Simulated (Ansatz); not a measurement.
**GeH₅O₂SSi radical: one species, many methods**

How much do the methods differ for GeH₅O₂SSi radical? The plan is to run it at one geometry with functionals of several rungs and with coupled cluster, and see how far each lands from CCSD(T) at the basis-set limit for the atomisation energy.

Method: functionals in def2-TZVPP, the program's frozen cores in correlated methods; program: Ansatz 0.2.0, Gaussian basis.

Levels to be run: PBE-D4, r2SCAN-D4, PBE0-D4, B3LYP-D4, ωB97X-V, ωB97M-V, B2PLYP; CCSD(T)/def2-TZVPP; MP2/def2-QZVPP; extrapolation to the limit.

### Step 1. The geometry

The geometry comes from an earlier relaxation with PBE0-D4 in a triple-zeta def2 set; it is a stationary point, not always the lowest conformer.

SMILES `O[SiH][S][GeH2][OH]`, 10 atoms, charge 0, spin multiplicity 2.

Atoms are counted from 1 here; the program's logs count them from 0.

Bond lengths: O1–Si2 1.655 Å, O1–H6 0.960 Å, Si2–S3 2.118 Å, Si2–H7 1.497 Å, S3–Ge4 2.234 Å, Ge4–O5 1.774 Å, Ge4–H8 1.529 Å, Ge4–H9 1.539 Å, O5–H10 0.960 Å. Angles: Si2–O1–H6 116.8°, O1–Si2–S3 108.1°, O1–Si2–H7 111.6°, S3–Si2–H7 105.7°, Si2–S3–Ge4 97.6°, S3–Ge4–O5 107.8°, S3–Ge4–H8 110.7°, S3–Ge4–H9 108.3°, O5–Ge4–H8 104.4°, O5–Ge4–H9 111.2°, H8–Ge4–H9 114.3°, Ge4–O5–H10 112.5°.

Geometry (Å):

| atom | x (Å) | y (Å) | z (Å) |
| --- | --- | --- | --- |
| O1 | -1.78674 | -0.90017 | -1.16309 |
| Si2 | -0.98231 | 0.50691 | -1.49638 |
| S3 | -0.44124 | 1.40834 | 0.34195 |
| Ge4 | 0.79692 | -0.27052 | 1.14208 |
| O5 | 2.29876 | 0.42260 | 1.78323 |
| H6 | -1.97904 | -1.47555 | -1.90683 |
| H7 | -1.86687 | 1.49628 | -2.18878 |
| H8 | 0.12393 | -0.90826 | 2.35750 |
| H9 | 1.08235 | -1.25065 | -0.00945 |
| H10 | 2.75422 | 0.97101 | 1.13980 |

### Step 2. PBE-D4 (GGA)

The input, in.yaml:

```yaml
crystal:
  periodic: [false, false, false]
  atoms:
    - {symbol: O, position_ang: [-1.786739, -0.900167, -1.163087]}
    - {symbol: Si, position_ang: [-0.982306, 0.506907, -1.496381]}
    - {symbol: S, position_ang: [-0.441239, 1.408336, 0.341949]}
    - {symbol: Ge, position_ang: [0.796922, -0.270517, 1.142080]}
    - {symbol: O, position_ang: [2.298762, 0.422599, 1.783226]}
    - {symbol: H, position_ang: [-1.979035, -1.475546, -1.906832]}
    - {symbol: H, position_ang: [-1.866869, 1.496277, -2.188783]}
    - {symbol: H, position_ang: [0.123927, -0.908258, 2.357502]}
    - {symbol: H, position_ang: [1.082354, -1.250649, -0.009454]}
    - {symbol: H, position_ang: [2.754223, 0.971008, 1.139800]}
basis:
  gaussian: {orbitals: def2-TZVPP}
magnetization: {spin_polarized: true, initial_magnetization: 1}
hamiltonian: {xc: pbe, dispersion: d4}
output: {forces: true, orbitals: {seedname: orbitals}}
```

Started as:

```bash
$ ansatz run in.yaml --threads 2 --pin off --events-out ev --progress --plain --max-ram 22528MiB --backend cpu
```

Further steps of the session: r2SCAN-D4 (meta-GGA); PBE0-D4 (hybrid); B3LYP-D4 (hybrid); ωB97X-V (range-separated); ωB97M-V (range-separated); B2PLYP (double hybrid); CCSD(T) in def2-TZVPP; MP2 in def2-QZVPP.

**Question.** What will the summary of the whole plan be? Wanted: atomisation energy, CCSD(T)/CBS; farthest; mean size of error, hybrid; mean size of error, range-separated; gap, smallest and largest; T1 diagnostic; triples share of the correlation energy.

As calculated:

```
                               quantity                                value
        atomisation energy, CCSD(T)/CBS                       775.1 kcal/mol
functionals within 7.8 kcal/mol (1.0 %)  PBE-D4, r2SCAN-D4, ωB97X-V, ωB97M-V
                               farthest              B2PLYP (-17.6 kcal/mol)
             mean size of error, hybrid                        11.2 kcal/mol
    mean size of error, range-separated                         2.8 kcal/mol
              gap, smallest and largest  1.52 eV (PBE-D4), 7.41 eV (ωB97X-V)
                          T1 diagnostic                               0.0138
triples share of the correlation energy                                3.8 %
```

What this shows: PBE-D4 is off by +5.2 kcal/mol. Double hybrids carry the basis error of their MP2 part in triple zeta, and no dispersion term here, so their miss is partly the set-up's. The reference freezes the cores and leaves out relativity and excitations past (T), and its outer-core shells are covered unevenly, so misses under about 7.8 kcal/mol can't be ranked. Hartree-Fock recovers 69 % of the binding; the rest is correlation. Orbital gaps span 1.5 to 7.4 eV; exact exchange widens them. Correlated methods include outer-core shells of Ge, which these sets cover unevenly.
